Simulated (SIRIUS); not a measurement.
# WS (Pm-3m) in SIRIUS: a series of runs, part 2 of 2

SIRIUS 7.10.0.

### 3 Eos task, PBE

Input file sirius.json:

```json
{
  "control": {
    "processing_unit": "cpu",
    "verbosity": 1,
    "num_bands_to_print": 17,
    "print_forces": false,
    "print_stress": true
  },
  "parameters": {
    "electronic_structure_method": "pseudopotential",
    "xc_functionals": ["XC_GGA_X_PBE", "XC_GGA_C_PBE"],
    "gk_cutoff": 8.7,
    "pw_cutoff": 17.4,
    "ngridk": [6, 6, 6],
    "shiftk": [0, 0, 0],
    "smearing": "fermi_dirac",
    "smearing_width": 0.0018374661,
    "num_bands": 17,
    "num_mag_dims": 0,
    "num_dft_iter": 100,
    "energy_tol": 1e-08,
    "density_tol": 1e-06
  },
  "iterative_solver": {
    "type": "davidson",
    "min_tolerance": 1e-09,
    "tolerance_scale": [0.1, 0.25]
  },
  "mixer": {
    "type": "anderson",
    "beta": 0.7,
    "max_history": 8
  },
  "settings": {
    "tol_ne": 1e-10,
    "pseudo_grid_cutoff": 6.5
  },
  "unit_cell": {
    "lattice_vectors": [
      [5.684088313001, 0.0, 0.0],
      [0.0, 5.684088313001, 0.0],
      [0.0, 0.0, 5.684088313001]
    ],
    "atom_coordinate_units": "lattice",
    "atom_types": ["W", "S"],
    "atom_files": {
      "S": "S.json",
      "W": "W.json"
    },
    "atoms": {
      "W": [
        [0.5, 0.5, 0.5]
      ],
      "S": [
        [0.0, 0.0, 0.0]
      ]
    }
  }
}
```

Potentials or basis: PseudoDojo 0.5 PBE stringent (scalar relativistic).

Started as:

```console
$ upf_to_json S.upf
$ upf_to_json W.upf
$ OMP_NUM_THREADS=1 sirius.scf --input=sirius.json --output=out.json --task=3 --volume_scale0=0.94 --volume_scale1=1.06 --num_eos_points=7
```

The program printed:

```text
[info] SIRIUS version : 7.10.0
[info] number of MPI ranks           : 1
[info] MPI grid                      : 1 1
[info] maximum number of OMP threads : 1
[fft] FFT context for density and potential
[fft] =====================================
[fft]   comm size                             : 1
[fft]   plane wave cutoff                     : 17.4
[fft]   grid size                             : 36 36 36   total : 46656
[fft]   grid limits                           : -17 18   -17 18   -17 18
[fft]   number of G-vectors within the cutoff : 7710
[fft]   local number of G-vectors             : 7710
[fft]   number of G-shells                    : 445
[fft] FFT context for coarse grid
[fft] =====================================
[fft]   comm size                             : 1
[fft]   plane wave cutoff                     : 17.4
[fft]   grid size                             : 36 36 36   total : 46656
[fft]   grid limits                           : -17 18   -17 18   -17 18
[fft]   number of G-vectors within the cutoff : 7710
[fft]   local number of G-vectors             : 7710
[fft]   number of G-shells                    : 445
[unit cell] lattice vectors
[unit cell]   a1 :       5.5680539521      0.0000000000      0.0000000000
[unit cell]   a2 :       0.0000000000      5.5680539521      0.0000000000
[unit cell]   a3 :       0.0000000000      0.0000000000      5.5680539521
[unit cell] reciprocal lattice vectors
[unit cell]   b1 :       1.1284347029      0.0000000000      0.0000000000
[unit cell]   b2 :       0.0000000000      1.1284347029      0.0000000000
[unit cell]   b3 :       0.0000000000      0.0000000000      1.1284347029
[unit cell] unit cell volume :       172.62762845 [a.u.^3]
[unit cell] 1/sqrt(omega)    :         0.07611055
[unit cell] MT volume        :         0.00000000 ( 0.00%)
[unit cell] IT volume        :       172.62762845 (100.00%)
[unit cell] number of atom types : 2
[unit cell] type id : 0 symbol :  W mt_radius :  13.950000 num_atoms : 1
[unit cell] type id : 1 symbol :  S mt_radius :  11.470000 num_atoms : 1
[unit cell] total number of atoms : 2
[unit cell] number of symmetry classes : 2
[unit cell] number of PAW atoms : 0
[unit cell] minimum bond length:     4.822076
[... 114 lines left out ...]
[info] approximate number of G vectors          : 7678
[info] approximate number of coarse G vectors   : 7678
[info] approximate size of wave-function objects for each k-point: 1 Mb,  1 Mb/rank
EOS step : 0, lattice scale : 0.979586
lattice scale range : 0.979586 1.01961
volume scale range  : 0.94 1.06
+----------------------+
| new SCF ground state |
+----------------------+
[print_info] total number of k-points : 20
[print_info] --------------------------------------------------------------------------------
[print_info]   ik                vk                    weight  num_gkvec
[print_info] --------------------------------------------------------------------------------
[print_info]    0   0.0000   0.0000   0.0000         0.004630       1935
[print_info]    1   0.1667   0.0000   0.0000         0.027778       1919
[print_info]    2   0.3333   0.0000   0.0000         0.027778       1924
[print_info]    3   0.5000   0.0000   0.0000         0.013889       1936
[print_info]    4   0.1667   0.1667   0.0000         0.055556       1919
[print_info]    5   0.3333   0.1667   0.0000         0.111111       1915
[print_info]    6   0.5000   0.1667   0.0000         0.055556       1920
[... 27 lines left out ...]
[find] <rho|V^{H}>                    :      18.73634049
[find] one-electron contribution      :      -4.89727026 (Ha),      -9.79454052 (Ry)
[find] hartree contribution           :       9.36817025
[find] xc contribution                :     -19.89258219
[find] ewald contribution             :     -71.20784614
[find] PAW contribution               :       0.00000000
[find] smearing (-TS)                 :      -0.00029001
[find] SCF correction                 :      -0.19998876
[find] Total energy                   :     -86.82951710 (Ha),    -173.65903419 (Ry)
[find] Free energy (E-TS)             :     -86.82980711 (Ha),    -173.65961421 (Ry)
[find] band gap (eV)                  :       0.00000000
[find] Efermi                         :       0.80322846
[find] iteration : 0, RMS : 4.853881663372e-03, energy difference : -8.682951709563e+01
[find] Hartree energy of density residual : 5.102708982294e-04
[find] bands are converged : true
[find] iterative solver converged : false
[find] Charges and magnetic moments
[find] --------------------------------------------------------------------------------
[find] total charge          : 20.000000
[find] Energy
[find] --------------------------------------------------------------------------------
[find] valence_eval_sum               :      -1.06000049
[find] <rho|V^{XC}>                   :     -14.69024780
[find] <rho|E^{XC}>                   :     -19.89153045
[find] <mag|B^{XC}>                   :       0.00000000
[find] <rho|V^{H}>                    :      18.79222209
[find] one-electron contribution      :      -5.16197478 (Ha),     -10.32394955 (Ry)
[find] hartree contribution           :       9.39611105
[find] xc contribution                :     -19.89153045
[find] ewald contribution             :     -71.20784614
[find] PAW contribution               :       0.00000000
[find] smearing (-TS)                 :      -0.00029686
[find] SCF correction                 :       0.02866204
[... 1319 lines left out ...]
[ground_state] 14668.960820    0.000000    0.000000
[ground_state]     0.00000014668.960820   -0.000000
[ground_state]     0.000000   -0.00000014668.960820
[ground_state] === stress_nonloc ===
[ground_state] -26635.147988    0.000000    0.000000
[ground_state]     0.000000-26635.147988    0.000000
[ground_state]     0.000000    0.000000-26635.147988
[ground_state] === stress_us_nl ===
[ground_state] -26635.147988    0.000000    0.000000
[ground_state]     0.000000-26635.147988    0.000000
[ground_state]     0.000000    0.000000-26635.147988
[ground_state] === stress_total ===
[ground_state]   126.218721    0.000000    0.000000
[ground_state]     0.000000  126.218721   -0.000000
[ground_state]     0.000000   -0.000000  126.218721
final result:
volume: 172.627628, energy: -86.837881
volume: 176.300557, energy: -86.839666
volume: 179.973485, energy: -86.840673
volume: 183.646413, energy: -86.840988
volume: 187.319342, energy: -86.840684
volume: 190.992270, energy: -86.839830
volume: 194.665198, energy: -86.838487
```

Wall time 99 s (1 thread of Arm Neoverse V2, shared host); peak memory 0.28 GiB.

What came out:

```
Equilibrium volume                      : 13.60 Å³/atom
Bulk modulus                            : 247 GPa
Pressure derivative of the bulk modulus : 4.8
```

Energy against volume, from the lowest point:
```tsv
volume (Å³/atom)	energy (meV/atom)
12.790	42.27
13.063	17.99
13.335	4.28
13.607	0.00
13.879	4.13
14.151	15.75
14.423	34.03
```

### 4 Eos task, PBE

Changes to sirius.json since step 3:

```diff
@@ -11,4 +11,4 @@
     "xc_functionals": ["XC_GGA_X_PBE", "XC_GGA_C_PBE"],
-    "gk_cutoff": 8.7,
-    "pw_cutoff": 17.4,
+    "gk_cutoff": 7.8,
+    "pw_cutoff": 22.1,
     "ngridk": [6, 6, 6],
@@ -34,4 +34,3 @@
   "settings": {
-    "tol_ne": 1e-10,
-    "pseudo_grid_cutoff": 6.5
+    "tol_ne": 1e-10
   },
```

Potentials or basis: SSSP 1.3.0 PBE efficiency.

Started as:

```console
$ upf_to_json s_pbe_v1.4.uspp.F.UPF
$ upf_to_json W_pbe_v1.2.uspp.F.UPF
$ OMP_NUM_THREADS=1 sirius.scf --input=sirius.json --output=out.json --task=3 --volume_scale0=0.94 --volume_scale1=1.06 --num_eos_points=7
```

The program printed:

```text
[info] SIRIUS version : 7.10.0
[info] number of MPI ranks           : 1
[info] MPI grid                      : 1 1
[info] maximum number of OMP threads : 1
[fft] FFT context for density and potential
[fft] =====================================
[fft]   comm size                             : 1
[fft]   plane wave cutoff                     : 22.1
[fft]   grid size                             : 45 45 45   total : 91125
[fft]   grid limits                           : -22 22   -22 22   -22 22
[fft]   number of G-vectors within the cutoff : 15720
[fft]   local number of G-vectors             : 15720
[fft]   number of G-shells                    : 850
[fft] FFT context for coarse grid
[fft] =====================================
[fft]   comm size                             : 1
[... 204 lines left out ...]
[find] total charge          : 20.000000
[find] Energy
[find] --------------------------------------------------------------------------------
[find] valence_eval_sum               :      -1.17419248
[find] <rho|V^{XC}>                   :     -14.83071198
[find] <rho|E^{XC}>                   :     -25.04038095
[find] <mag|B^{XC}>                   :       0.00000000
[find] <rho|V^{H}>                    :      18.70241855
[find] one-electron contribution      :      -5.04589906 (Ha),     -10.09179812 (Ry)
[find] hartree contribution           :       9.35120928
[find] xc contribution                :     -25.04038095
[find] ewald contribution             :     -71.20784614
[find] PAW contribution               :       0.00000000
[find] smearing (-TS)                 :      -0.00033859
[find] SCF correction                 :       0.34958055
[... 1521 lines left out ...]
[ground_state]  6726.654743    0.000000    0.000000
[ground_state]     0.000000 6726.654743   -0.000000
[ground_state]     0.000000   -0.000000 6726.654743
[ground_state] === stress_us ===
[ground_state]   827.937105   -0.000000    0.000000
[ground_state]    -0.000000  827.937105   -0.000000
[ground_state]     0.000000   -0.000000  827.937105
[ground_state] === stress_us_nl ===
[ground_state]  7554.591848   -0.000000    0.000000
[ground_state]    -0.000000 7554.591848   -0.000000
[ground_state]     0.000000   -0.000000 7554.591848
[ground_state] === stress_total ===
[ground_state]   125.377270   -0.000000   -0.000000
[ground_state]    -0.000000  125.377270   -0.000000
[ground_state]    -0.000000   -0.000000  125.377270
final result:
volume: 172.627628, energy: -91.601788
volume: 176.300557, energy: -91.603601
volume: 179.973485, energy: -91.604632
volume: 183.646413, energy: -91.604966
volume: 187.319342, energy: -91.604678
volume: 190.992270, energy: -91.603837
volume: 194.665198, energy: -91.602504
```

Run time: 2.4 min. Hardware: 1 thread of Arm Neoverse V2, shared host; peak memory 0.51 GiB.

What came out:

* Equilibrium volume: 13.61 Å³/atom
* Bulk modulus: 248 GPa
* Pressure derivative of the bulk modulus: 4.8

Energy against volume, from the lowest point:
```tsv
volume (Å³/atom)	energy (meV/atom)
12.790	43.24
13.063	18.57
13.335	4.54
13.607	0.00
13.879	3.91
14.151	15.36
14.423	33.50
```

### 5 Eos task, PBE

Changes to sirius.json since step 4:

```diff
@@ -11,4 +11,4 @@
     "xc_functionals": ["XC_GGA_X_PBE", "XC_GGA_C_PBE"],
-    "gk_cutoff": 7.8,
-    "pw_cutoff": 22.1,
+    "gk_cutoff": 8.7,
+    "pw_cutoff": 17.4,
     "ngridk": [6, 6, 6],
@@ -34,3 +34,4 @@
   "settings": {
-    "tol_ne": 1e-10
+    "tol_ne": 1e-10,
+    "pseudo_grid_cutoff": 6.5
   },
```

Potentials or basis: PseudoDojo 0.5 PBE standard (scalar relativistic).

Started as:

```console
$ upf_to_json S.upf
$ upf_to_json W.upf
$ OMP_NUM_THREADS=1 sirius.scf --input=sirius.json --output=out.json --task=3 --volume_scale0=0.94 --volume_scale1=1.06 --num_eos_points=7
```

The program printed:

```text
[info] SIRIUS version : 7.10.0
[info] number of MPI ranks           : 1
[info] MPI grid                      : 1 1
[info] maximum number of OMP threads : 1
[fft] FFT context for density and potential
[fft] =====================================
[fft]   comm size                             : 1
[fft]   plane wave cutoff                     : 17.4
[fft]   grid size                             : 36 36 36   total : 46656
[fft]   grid limits                           : -17 18   -17 18   -17 18
[fft]   number of G-vectors within the cutoff : 7710
[fft]   local number of G-vectors             : 7710
[fft]   number of G-shells                    : 445
[fft] FFT context for coarse grid
[fft] =====================================
[fft]   comm size                             : 1
[fft]   plane wave cutoff                     : 17.4
[fft]   grid size                             : 36 36 36   total : 46656
[fft]   grid limits                           : -17 18   -17 18   -17 18
[fft]   number of G-vectors within the cutoff : 7710
[fft]   local number of G-vectors             : 7710
[fft]   number of G-shells                    : 445
[unit cell] lattice vectors
[unit cell]   a1 :       5.5680539521      0.0000000000      0.0000000000
[unit cell]   a2 :       0.0000000000      5.5680539521      0.0000000000
[unit cell]   a3 :       0.0000000000      0.0000000000      5.5680539521
[unit cell] reciprocal lattice vectors
[unit cell]   b1 :       1.1284347029      0.0000000000      0.0000000000
[unit cell]   b2 :       0.0000000000      1.1284347029      0.0000000000
[unit cell]   b3 :       0.0000000000      0.0000000000      1.1284347029
[unit cell] unit cell volume :       172.62762845 [a.u.^3]
[unit cell] 1/sqrt(omega)    :         0.07611055
[unit cell] MT volume        :         0.00000000 ( 0.00%)
[unit cell] IT volume        :       172.62762845 (100.00%)
[unit cell] number of atom types : 2
[unit cell] type id : 0 symbol :  W mt_radius :  13.950000 num_atoms : 1
[unit cell] type id : 1 symbol :  S mt_radius :  11.470000 num_atoms : 1
[unit cell] total number of atoms : 2
[unit cell] number of symmetry classes : 2
[unit cell] number of PAW atoms : 0
[unit cell] minimum bond length:     4.822076
[... 114 lines left out ...]
[info] approximate number of G vectors          : 7678
[info] approximate number of coarse G vectors   : 7678
[info] approximate size of wave-function objects for each k-point: 1 Mb,  1 Mb/rank
EOS step : 0, lattice scale : 0.979586
lattice scale range : 0.979586 1.01961
volume scale range  : 0.94 1.06
+----------------------+
| new SCF ground state |
+----------------------+
[print_info] total number of k-points : 20
[print_info] --------------------------------------------------------------------------------
[print_info]   ik                vk                    weight  num_gkvec
[print_info] --------------------------------------------------------------------------------
[print_info]    0   0.0000   0.0000   0.0000         0.004630       1935
[print_info]    1   0.1667   0.0000   0.0000         0.027778       1919
[print_info]    2   0.3333   0.0000   0.0000         0.027778       1924
[print_info]    3   0.5000   0.0000   0.0000         0.013889       1936
[print_info]    4   0.1667   0.1667   0.0000         0.055556       1919
[print_info]    5   0.3333   0.1667   0.0000         0.111111       1915
[print_info]    6   0.5000   0.1667   0.0000         0.055556       1920
[... 27 lines left out ...]
[find] <rho|V^{H}>                    :      18.73634049
[find] one-electron contribution      :      -4.89727026 (Ha),      -9.79454052 (Ry)
[find] hartree contribution           :       9.36817025
[find] xc contribution                :     -19.89258219
[find] ewald contribution             :     -71.20784614
[find] PAW contribution               :       0.00000000
[find] smearing (-TS)                 :      -0.00029001
[find] SCF correction                 :      -0.19998876
[find] Total energy                   :     -86.82951710 (Ha),    -173.65903419 (Ry)
[find] Free energy (E-TS)             :     -86.82980711 (Ha),    -173.65961421 (Ry)
[find] band gap (eV)                  :       0.00000000
[find] Efermi                         :       0.80322846
[find] iteration : 0, RMS : 4.853881663372e-03, energy difference : -8.682951709563e+01
[find] Hartree energy of density residual : 5.102708982294e-04
[find] bands are converged : true
[find] iterative solver converged : false
[find] Charges and magnetic moments
[find] --------------------------------------------------------------------------------
[find] total charge          : 20.000000
[find] Energy
[find] --------------------------------------------------------------------------------
[find] valence_eval_sum               :      -1.06000049
[find] <rho|V^{XC}>                   :     -14.69024780
[find] <rho|E^{XC}>                   :     -19.89153045
[find] <mag|B^{XC}>                   :       0.00000000
[find] <rho|V^{H}>                    :      18.79222209
[find] one-electron contribution      :      -5.16197478 (Ha),     -10.32394955 (Ry)
[find] hartree contribution           :       9.39611105
[find] xc contribution                :     -19.89153045
[find] ewald contribution             :     -71.20784614
[find] PAW contribution               :       0.00000000
[find] smearing (-TS)                 :      -0.00029686
[find] SCF correction                 :       0.02866204
[... 1319 lines left out ...]
[ground_state] 14668.960820    0.000000    0.000000
[ground_state]     0.00000014668.960820   -0.000000
[ground_state]     0.000000   -0.00000014668.960820
[ground_state] === stress_nonloc ===
[ground_state] -26635.147988    0.000000    0.000000
[ground_state]     0.000000-26635.147988    0.000000
[ground_state]     0.000000    0.000000-26635.147988
[ground_state] === stress_us_nl ===
[ground_state] -26635.147988    0.000000    0.000000
[ground_state]     0.000000-26635.147988    0.000000
[ground_state]     0.000000    0.000000-26635.147988
[ground_state] === stress_total ===
[ground_state]   126.218721    0.000000    0.000000
[ground_state]     0.000000  126.218721   -0.000000
[ground_state]     0.000000   -0.000000  126.218721
final result:
volume: 172.627628, energy: -86.837881
volume: 176.300557, energy: -86.839666
volume: 179.973485, energy: -86.840673
volume: 183.646413, energy: -86.840988
volume: 187.319342, energy: -86.840684
volume: 190.992270, energy: -86.839830
volume: 194.665198, energy: -86.838487
```

It took 99 s on 1 thread of Arm Neoverse V2, shared host; peak memory 0.28 GiB.

What came out:

* Equilibrium volume: 13.60 Å³/atom
* Bulk modulus: 247 GPa
* Pressure derivative of the bulk modulus: 4.8

Energy against volume, from the lowest point:
```
volume (Å³/atom)  energy (meV/atom)
          12.790              42.27
          13.063              17.99
          13.335               4.28
          13.607               0.00
          13.879               4.13
          14.151              15.75
          14.423              34.03
```

The run has no spin-orbit coupling, so splittings on W are missing.

### 6 Summary

```csv
potentials or basis,cutoff (eV),radial cutoff for the potentials' integrals,V0 of scaled cells (Å³/atom),B0 (GPa)
PseudoDojo 0.4.1 PBE standard (scalar relativistic),1030,6.5 bohr,13.60,247
PseudoDojo 0.5 PBE stringent (scalar relativistic),1030,6.5 bohr,13.60,247
SSSP 1.3.0 PBE efficiency,828,-,13.61,248
PseudoDojo 0.5 PBE standard (scalar relativistic),1030,6.5 bohr,13.60,247
```

Alike in all rows: task eos task; level PBE; no spin polarisation; cell as given; k mesh 6 × 6 × 6; smearing fermi-dirac 0.05 eV.

Total energies depend on the potentials used, so only differences within one code and one set of settings carry meaning.
